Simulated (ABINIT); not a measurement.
BaPm:

```
Pm Ba
1.0
     3.96751    0.00000    0.00000
    -1.98376    3.43597    0.00000
     0.00000    0.00000    6.52262
Pm Ba
1 1
Direct
  0.66667 0.33333 0.00000
  0.00000 0.00000 0.50000
```

The cell comes from a database or a generator and needn't be the stable form of this composition.

Base run:

* Program: ABINIT 10.8.3 (patched build)
* Functional: PBE
* Potentials or basis: JTH PAW PBE v2.0
* Cutoff: 544 eV
* k mesh: 8 × 8 × 4
* Occupations: fermi-dirac, width 0.05 eV
* Spin: collinear spin, ferromagnetic start
* Starting moments: [7.0, 0.0] μB

Its results: band gap on the k mesh none (metal or under the smearing width); pressure 1.0 GPa; net moment 5.36 μB per cell; site moments Pm +4.67; Ba +0.01 μB.

**Question.** The run is repeated on the same cell with these changes: moments at the start from [7.0, 0.0] to [4.0, 0.0]. What comes out?

**Answer.** Band gap on the k mesh none (metal or under the smearing width); pressure 1.1 GPa; net moment 5.25 μB per cell; site moments Pm +4.65; Ba +0.00 μB.

Caveats: this set's barium file shifts pressures by 1.5 GPa and gaps by 0.1 eV against other sets; the magnetic or orbital state may not be the lowest; spin-orbit coupling is left out, which moves the levels of the heavy elements; without U or exact exchange the open f shell lies at the Fermi level, which spoils levels, moments and volumes.
